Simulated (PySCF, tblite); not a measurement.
**C3H3O3S radical: geometry, infrared bands and EPR parameters**

Wanted: the infrared bands and EPR parameters of C3H3O3S radical (`[O]S(=O)(=O)C1=CC1`), by calculation.

Programs: tblite 0.8.0 and PySCF 2.14.0, with density-fitted response routines of our own. Each step states its level of theory. These are calculated values for one molecule in the gas phase, unless marked as measured. Atoms are numbered from 0 throughout.

## Step 1: Starting geometry

10 atoms, charge 0, multiplicity 2; geometry from: force field or distance geometry start.

Bonds of the start (Å): O0–S1 1.67, S1–O2 1.51, S1–O3 1.50, S1–C4 1.76, C4–C5 1.34, C5–C6 1.49, C6–C4 1.49, C5–H7 1.09, C6–H8 1.10, C6–H9 1.11.

## Step 2: Optimising the geometry with GFN2-xTB

What the job is given:

```
{"job": {"kind": "relax", "xc": "GFN2-xTB", "basis": "xTB"}, "charge": 0, "multiplicity": 2}
O      2.309100    -0.824900    -1.058700
S      1.603800    -0.032600     0.227500
O      2.286200     1.303800     0.355200
O      1.758100    -0.836900     1.481900
C     -0.132300     0.109100    -0.040300
C     -1.135700     0.836300    -0.557400
C     -1.509300    -0.456600     0.091000
H     -1.534100     1.710400    -1.064100
H     -1.962000    -0.458400     1.095800
H     -1.674800    -1.345400    -0.553400
```

Launch:

```sh
$ OMP_NUM_THREADS=1 python probes_run.py task.json out
```

This one command runs all jobs of the session in turn.

The program printed:

```text
step      E/eV     max force
  0    -630.06153    4.563
  1    -630.71099    3.339
  2    -630.73815    7.666
  3    -631.08274    1.961
  4    -631.17644    1.009
  5    -631.23455    2.203
  6    -631.27560    0.624
  7    -631.29247    0.354
  8    -631.30913    0.578
  9    -631.32379    0.707
 10    -631.33848    0.529
 11    -631.34658    0.213
 12    -631.35176    0.241
 13    -631.35560    0.306
 14    -631.35988    0.230
 15    -631.36157    0.099
 16    -631.36244    0.089
 17    -631.36327    0.146
 18    -631.36419    0.148
 19    -631.36483    0.081
 20    -631.36514    0.047
 21    -631.36537    0.067
 22    -631.36572    0.085
 23    -631.36620    0.086
 24    -631.36682    0.101
 25    -631.36756    0.107
 26    -631.36842    0.149
 27    -631.36925    0.150
 28    -631.36986    0.084
 29    -631.37019    0.043
 30    -631.37044    0.052
 31    -631.37074    0.070
 32    -631.37104    0.053
 33    -631.37137    0.052
 34    -631.37181    0.076
 35    -631.37264    0.170
 36    -631.37459    0.395
 37    -631.37960    1.181
 38    -631.36889    2.229
 39    -631.38963    1.337
 40    -631.40285    1.484
 41    -631.44960    2.258
 42    -631.44591    2.344
 43    -631.42976    1.969
 44    -631.45014    2.405
 45    -631.45460    2.399
 46    -631.47939    2.167
 47    -631.53402    1.786
 48    -631.61816    1.808
 49    -631.72256    0.800
 50    -631.75662    0.676
 51    -631.77838    0.685
 52    -631.79424    0.794
 53    -631.81043    0.795
 54    -631.82995    0.723
 55    -631.84731    0.528
 56    -631.86326    0.480
 57    -631.91395    0.888
 58    -631.93296    2.273
 59    -631.88847    4.013
 60    -632.10032    3.300
 61    -632.19510    1.568
 62    -632.46818    2.243
 63    -632.64032    1.627
 64    -632.77340    1.555
 65    -632.81672    1.344
 66    -632.84938    0.572
 67    -632.86981    0.423
 68    -632.90538    0.393
 69    -632.92292    0.299
 70    -632.92851    0.196
 71    -632.93224    0.233
 72    -632.93510    0.235
 73    -632.93954    0.189
 74    -632.94315    0.220
 75    -632.94675    0.203
 76    -632.94971    0.156
 77    -632.95283    0.191
 78    -632.95688    0.235
 79    -632.96312    0.266
 80    -632.97162    0.395
 81    -632.98208    0.444
 82    -632.99163    0.269
 83    -632.99727    0.245
 84    -633.00383    0.194
 85    -633.00732    0.313
 86    -633.01076    0.186
 87    -633.01241    0.167
 88    -633.01528    0.137
 89    -633.01632    0.142
 90    -633.01771    0.128
 91    -633.01890    0.108
 92    -633.02052    0.126
 93    -633.02285    0.148
 94    -633.02608    0.164
 95    -633.03009    0.190
 96    -633.03538    0.327
 97    -633.04183    0.438
 98    -633.04722    0.408
 99    -633.04583    0.560
100    -633.05581    0.192
101    -633.05847    0.194
102    -633.06191    0.134
103    -633.06482    0.152
104    -633.06624    0.115
105    -633.07001    0.177
106    -633.07554    0.265
107    -633.08501    0.407
108    -633.09610    0.383
109    -633.10892    0.493
110    -633.12154    0.428
111    -633.13535    0.385
112    -633.14076    0.349
113    -633.14889    0.348
114    -633.16640    0.816
115    -633.16216    1.024
116    -633.18802    0.746
117    -633.19988    0.402
118    -633.21987    0.855
119    -633.23518    0.234
120    -633.24295    0.217
121    -633.24868    0.448
122    -633.25209    0.361
123    -633.25526    0.160
124    -633.25709    0.330
125    -633.26159    0.209
126    -633.26284    0.135
127    -633.26446    0.130
128    -633.26544    0.089
129    -633.26611    0.049
130    -633.26642    0.071
131    -633.26674    0.073
132    -633.26709    0.057
133    -633.26726    0.044
134    -633.26739    0.035
135    -633.26752    0.037
136    -633.26763    0.030
137    -633.26774    0.030
138    -633.26784    0.029
139    -633.26797    0.036
140    -633.26815    0.040
141    -633.26843    0.054
142    -633.26896    0.085
143    -633.26904    0.305
144    -633.27111    0.168
145    -633.27363    0.236
146    -633.25559    1.471
147    -633.28030    0.171
148    -633.28391    0.088
149    -633.28922    0.793
150    -633.29366    0.119
151    -633.29812    0.172
152    -633.29319    1.010
153    -633.30424    0.151
154    -633.30679    0.181
155    -633.30698    0.676
156    -633.31081    0.186
157    -633.31195    0.206
158    -633.31400    0.419
159    -633.31624    0.250
160    -633.31825    0.074
161    -633.32195    0.224
162    -633.32444    0.117
163    -633.32635    0.141
164    -633.32714    0.267
165    -633.32916    0.259
166    -633.33095    0.163
167    -633.33282    0.113
168    -633.33436    0.366
169    -633.33580    0.177
170    -633.33693    0.190
171    -633.33788    0.145
172    -633.33888    0.143
173    -633.33991    0.101
174    -633.34046    0.132
175    -633.34050    0.145
176    -633.34100    0.047
177    -633.34110    0.025
178    -633.34115    0.019
179    -633.34119    0.017
180    -633.34120    0.014
181    -633.34122    0.008
```

Wall time 0.82 s (1 thread of Arm Neoverse V2, shared host).

Along the way: (not every step is listed)

```csv
step,energy from step 0 (eV),largest force (eV/Å)
0,0.0000,4.5626
1,-0.6495,3.3389
2,-0.6766,7.6658
3,-1.0212,1.9608
4,-1.1149,1.0094
5,-1.1730,2.2030
6,-1.2141,0.6236
7,-1.2309,0.3536
8,-1.2476,0.5777
24,-1.3053,0.1014
40,-1.3413,1.4841
56,-1.8017,0.4799
72,-2.8736,0.2351
88,-2.9538,0.1366
104,-3.0047,0.1149
120,-3.1814,0.2170
136,-3.2061,0.0298
152,-3.2317,1.0095
168,-3.2728,0.3660
176,-3.2795,0.0471
177,-3.2796,0.0246
178,-3.2796,0.0193
179,-3.2797,0.0175
180,-3.2797,0.0142
181,-3.2797,0.0075
```

Close pairs (by a distance rule), those that changed most:

```csv
bond,before (Å),after (Å),change (Å)
O0–C4,2.805,1.219,-1.587
S1–C4,1.762,2.840,+1.078
O0–S1,1.667,2.164,+0.496
S1–O2,1.506,1.439,-0.067
S1–O3,1.498,1.449,-0.049
C4–C6,1.494,1.538,+0.043
C6–H9,1.110,1.085,-0.025
C5–C6,1.494,1.470,-0.024
```

The final coordinates are the input of the step that follows.

## Step 3: Harmonic vibrations with GFN2-xTB

What the job is given:

```
{"job": {"kind": "ir", "xc": "GFN2-xTB", "basis": "xTB"}, "charge": 0, "multiplicity": 2}
O      0.732976     1.427310    -0.156396
S      2.065961     0.289625     1.112316
O      2.691638    -0.565914     0.139510
O      1.037999    -0.349993     1.907988
C     -0.280419     0.798130    -0.405534
C     -1.581164     0.581286    -0.681664
C     -0.839536    -0.631061    -0.305435
H     -2.362449     0.857724    -1.349800
H     -0.760756    -0.962746     0.731054
H     -0.695367    -1.439709    -1.014567
```

The program printed:

```text
mode    cm-1     km/mol
  1      34.6      8.01
  2      92.3      0.65
  3     132.3      8.06
  4     192.6      4.39
  5     230.6      3.93
  6     279.9     28.55
  7     418.3     30.55
  8     473.4      5.94
  9     501.3     84.69
 10     546.7     33.81
 11     610.0     35.67
 12     842.4      4.52
 13     867.3     23.25
 14     954.4     70.63
 15     965.5     12.48
 16    1089.2     40.24
 17    1132.8    123.06
 18    1213.4    430.96
 19    1254.5     15.38
 20    1388.3     12.60
 21    1893.3    150.93
 22    2927.8     20.79
 23    3004.5      2.43
 24    3206.2      6.73
```

Wall time 0.23 s (1 thread of Arm Neoverse V2, shared host).

Which atoms move in the most intense modes:

```csv
cm⁻¹,km/mol,atoms
501,84.7,"O3 30 %, O2 29 %, S1 25 %"
547,33.8,"H7 34 %, C6 23 %, C5 13 %, H9 11 %"
610,35.7,"H7 33 %, C5 22 %, C4 18 %, C6 14 %"
954,70.6,"H9 47 %, C6 21 %, H8 12 %, H7 11 %"
1089,40.2,"C5 36 %, O0 13 %, H7 11 %, C6 11 %"
1133,123.1,"O3 44 %, S1 21 %, O2 19 %"
1213,431.0,"O2 45 %, S1 41 %, O3 13 %"
1893,150.9,"C4 71 %, O0 15 %, C5 11 %"
```

The optimised geometry no longer has the bonds of the starting formula, so what follows describes that rearranged structure.

## Step 4: g tensor and hyperfine couplings: B3LYP/pcH-1

Same as in step 3 but for these lines:

```diff
@@ -1,2 +1,2 @@
-{"job": {"kind": "ir", "xc": "GFN2-xTB", "basis": "xTB"}, "charge": 0, "multiplicity": 2}
+{"job": {"kind": "epr", "basis": "pcH-1"}, "charge": 0, "multiplicity": 2}
 O      0.732976     1.427310    -0.156396
```

Method: UKS B3LYP, pcH-1 on C H O S, non-relativistic, mean-field spin-orbit, GIAO.

The program printed:

```text
UKS, coarse grid
  cycle   1  E = -739.52436586  |g| = 9.19e-01
  cycle   2  E = -738.19041640  |g| = 1.93e+00
  cycle   3  E = -739.74847405  |g| = 3.55e-01
  cycle   4  E = -739.81342448  |g| = 1.20e-01
  cycle   5  E = -739.81348354  |g| = 1.24e-01
  cycle   6  E = -739.81939780  |g| = 1.75e-02
  cycle   7  E = -739.81953685  |g| = 1.15e-02
  cycle   8  E = -739.81960724  |g| = 5.31e-03
  cycle   9  E = -739.81962023  |g| = 4.34e-03
  cycle  10  E = -739.81963076  |g| = 1.16e-03
  cycle  11  E = -739.81963167  |g| = 3.60e-04
UKS, final grid
  cycle   1  E = -739.81969141  |g| = 5.04e-04
  cycle   2  E = -739.81969118  |g| = 9.92e-04
  cycle   3  E = -739.81969152  |g| = 1.52e-04
  cycle   4  E = -739.81969153  |g| = 5.56e-05
  cycle   5  E = -739.81969154  |g| = 4.79e-05
  cycle   6  E = -739.81969154  |g| = 2.18e-05
E = -739.81969154 Eh   <S^2> = 0.7591 (exact 0.7500)
g shifts (ppm)      1          2          3
  rmc          -185       -185       -185
  gc             -5         62         21
  oz_so         496       1330       4267
  total         307       1208       4103
hyperfine (MHz)  atom isotope    a_iso     a_fc   dipolar eigenvalues
    0   17O     -12.01     -11.72    -71.58     31.76     39.82
    1   33S       6.68       6.69     -3.59     -1.07      4.66
    2   17O      -1.19      -1.18     -4.63      0.79      3.84
    3   17O      -1.23      -1.17     -9.16      3.71      5.45
    4   13C     -31.91     -31.98    -23.16     -1.39     24.56
    5   13C      56.80      56.83    -51.10    -49.53    100.63
    6   13C     -24.00     -24.07    -15.50    -10.43     25.93
    7    1H     -35.22     -35.24    -24.17     -2.49     26.66
    8    1H     195.10     195.10    -10.51     -6.33     16.83
    9    1H      87.48      87.47     -7.78     -5.92     13.70
```

It took 41 s on 1 thread of Arm Neoverse V2, shared host; peak memory 0.75 GiB.

Principal g values 2.00263, 2.00353, 2.00642; g(iso) = 2.00419, against 2.00232 for a free electron.

Hyperfine couplings, nucleus by nucleus at this fixed geometry (no averaging over rotations):

```csv
nuclei,isotope,a(iso) (MHz),"a(iso) (G, at g = 2.0023)",largest dipolar term (MHz)
H8,1H,195.1,69.6,16.8
H9,1H,87.5,31.2,13.7
C5,13C,56.8,20.3,100.6
H7,1H,-35.2,-12.6,26.7
C4,13C,-31.9,-11.4,24.6
C6,13C,-24.0,-8.6,25.9
O0,17O,-12.0,-4.3,-71.6
S1,33S,6.7,2.4,4.7
O3,17O,-1.2,-0.4,-9.2
O2,17O,-1.2,-0.4,-4.6
```

Mulliken spin populations:

```csv
atom,value (e)
O0,0.19
S1,0.01
O2,0.00
O3,0.02
C4,0.04
C5,0.59
C6,0.07
H7,-0.02
H8,0.07
H9,0.03
```

Orbitals, density, ELF and potential are computed afterwards from the orbital file.

ELF in a plane through or near 6 of the atoms.

Ten even steps from '0' (0.00) to '9' (1.00):
```
0000000000000000000000000000
0000000000000000000000000000
0000000000001110000000000000
0000000000035541000000000000
0000024300268862000000000000
0000378730387872111012100000
0001578982286575664479840000
0001478656367842786899981000
0001366253513522751899992000
0000255113400588643699971000
0000145434300587687677730000
0000012322100561388521000000
0000000000000563265200000000
0000000000000456654100000000
0000000000000122332000000000
0000000000000000000000000000
0000000000000000000000000000
0000000000000000000000000000
0000000000000000000000000000
0000000000000000000000000000
```
The map spans 10.8 Å across and 8.3 Å up, centred on the molecule. Atoms in the plane (x, y in Å): O0 (-0.5, 1.5), S1 (-2.3, 0.5), C4 (0.5, 0.8), C5 (1.8, 0.4), C6 (0.8, -0.7), H7 (2.8, 0.6).

log10 of the density (e/Å³) in the same plane.

Ten even steps from '0' (-4.0) to '9' (1.6):
```
0000000000000000000000000000
0000000000011110000000000000
0000000001233332100000000000
0000011223345543221110000000
0001223334456664433222110000
0002344455578775544433321000
0012455666679876665554431000
0123456776677778776666542100
0123466897666779777776542100
0123466787655677777766542100
0123456776655667777665432000
0012455666545668976554321000
0002344555444667766543210000
0001233444434566665432100000
0000012233333455554321000000
0000000111122334433210000000
0000000000001222222100000000
0000000000000111111000000000
0000000000000000000000000000
0000000000000000000000000000
```
The map spans 10.8 Å across and 8.3 Å up, centred on the molecule. Atoms in the plane (x, y in Å): O0 (-0.5, 1.5), S1 (-2.3, 0.5), C4 (0.5, 0.8), C5 (1.8, 0.4), C6 (0.8, -0.7), H7 (2.8, 0.6).

On the surface of density 0.002 e/bohr³ the electrostatic potential runs, from the 1st to the 99th percentile, from -1.55 V near O2 to 1.90 V near H7.

The spin density lies nearest to C5 41 %; O0 17 %; C4 11 %; H8 8 %.

## Step 5: Summary of results

| quantity | value |
| --- | --- |
| strongest single infrared mode (GFN2-xTB) | 1213 cm⁻¹, 431 km/mol |
| zero-point energy (GFN2-xTB) | 34.7 kcal/mol |
| g(iso) (B3LYP) | 2.00419 |
| ⟨S²⟩ | 0.759 (exact 0.75) |
| largest a(iso) | 1H on H8, 195.1 MHz |
| surface potential, 1st and 99th percentile | -1.55 V and 1.90 V |

In words: Relaxing lowered the energy by 3.280 eV in 181 steps; the close pair that moved most is O0–C4, from 2.805 to 1.219 Å. All 24 modes are real, so the xTB geometry is a minimum. The strongest single mode, at 1213 cm⁻¹, moves mainly O2 and S1. GFN2-xTB is a fitted tight-binding method: band positions and strengths are rough. Its intensities can rank the bands wrongly. The structure rearranged or came apart on optimisation; the results belong to the end geometry, not to the formula as drawn. C5 carries the largest spin population, 0.59 e. The isotropic g lies 1.9 ppt above the free-electron value.
